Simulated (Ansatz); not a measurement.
# InSb2S4Br: the cost of one run

Code: Ansatz 0.2.0. PAW datasets, plane waves, zero pressure. Spin-unpolarised throughout; all numbers are computed.

### Step 1. The system as given

The symmetry is C2/m (No. 12, monoclinic); conventional cell a = 20.537 Å, b = 3.880 Å, c = 12.004 Å, β = 120.1°, 25.85 Å³ an atom. Around In lie 4 S at 2.56–2.64 Å and 2 Br at 2.83 Å; around Sb lie 3 S at 2.47–2.67 Å; around Sb lie 3 S at 2.49–2.58 Å; around S lie 1 Sb at 2.47 Å; around S lie 3 Sb at 2.49–2.67 Å.

The structure in full:

```cif
data_structure
_symmetry_space_group_name_H-M 'C2/m'
_symmetry_Int_Tables_number 12
_cell_length_a 20.5369
_cell_length_b 3.8797
_cell_length_c 12.0043
_cell_angle_alpha 90.000
_cell_angle_beta 120.132
_cell_angle_gamma 90.000
_cell_volume 827.21
loop_
_atom_site_label
_atom_site_type_symbol
_atom_site_symmetry_multiplicity
_atom_site_Wyckoff_symbol
_atom_site_fract_x
_atom_site_fract_y
_atom_site_fract_z
_atom_site_occupancy
In1 In 4 i 0.83559 0.50000 0.56673 1
Sb1 Sb 4 i 0.70702 0.00000 0.09521 1
Sb2 Sb 4 i 0.04685 0.00000 0.78428 1
S1 S 4 i 0.81867 0.50000 0.12938 1
S2 S 4 i 0.39603 0.50000 0.97740 1
S3 S 4 i 0.28813 0.50000 0.64968 1
S4 S 4 i 0.96458 0.50000 0.78627 1
Br1 Br 4 i 0.10389 0.00000 0.52803 1
```

### Step 2. PBE-D3(BJ): cell and atoms

The input, input.yaml:

```yaml
crystal:
  lattice:
    - [10.2684424583, -1.93983904, 0.0]
    - [10.2684424583, 1.93983904, 0.0]
    - [-6.0260719436, 0.0, 10.3821364454]
  atoms:
    - { symbol: In, position: [0.33558615, 0.33558615, 0.5667333] }
    - { symbol: In, position: [0.66441385, 0.66441385, 0.4332667] }
    - { symbol: Sb, position: [0.70702129, 0.70702129, 0.09521401] }
    - { symbol: Sb, position: [0.04684852, 0.04684852, 0.78427942] }
    - { symbol: Sb, position: [0.95315148, 0.95315148, 0.21572058] }
    - { symbol: Sb, position: [0.29297871, 0.29297871, 0.90478599] }
    - { symbol: S, position: [0.31867192, 0.31867192, 0.12938439] }
    - { symbol: S, position: [0.89602839, 0.89602839, 0.9774023] }
    - { symbol: S, position: [0.78812916, 0.78812916, 0.64968357] }
    - { symbol: S, position: [0.46457706, 0.46457706, 0.78626634] }
    - { symbol: S, position: [0.21187084, 0.21187084, 0.35031643] }
    - { symbol: S, position: [0.53542294, 0.53542294, 0.21373366] }
    - { symbol: S, position: [0.68132808, 0.68132808, 0.87061561] }
    - { symbol: S, position: [0.10397161, 0.10397161, 0.0225977] }
    - { symbol: Br, position: [0.10388988, 0.10388988, 0.52802891] }
    - { symbol: Br, position: [0.89611012, 0.89611012, 0.47197109] }
kpoints:
  mp_grid: { grid: [6, 6, 2] }
hamiltonian:
  xc: pbe
  dispersion: d3bj
scf:
  occupations: { method: fermi_dirac, width: 0.02 }
relax:
  f_tol: 0.005
  cell: {}
```

**Question.** How long does this run take on 1 × NVIDIA H100 80GB HBM3 with 2 threads of AMD EPYC 7R13 (Zen 3), shared host, and how much memory does it need?

About 53 s, with a peak of 1.3 GiB on the host.
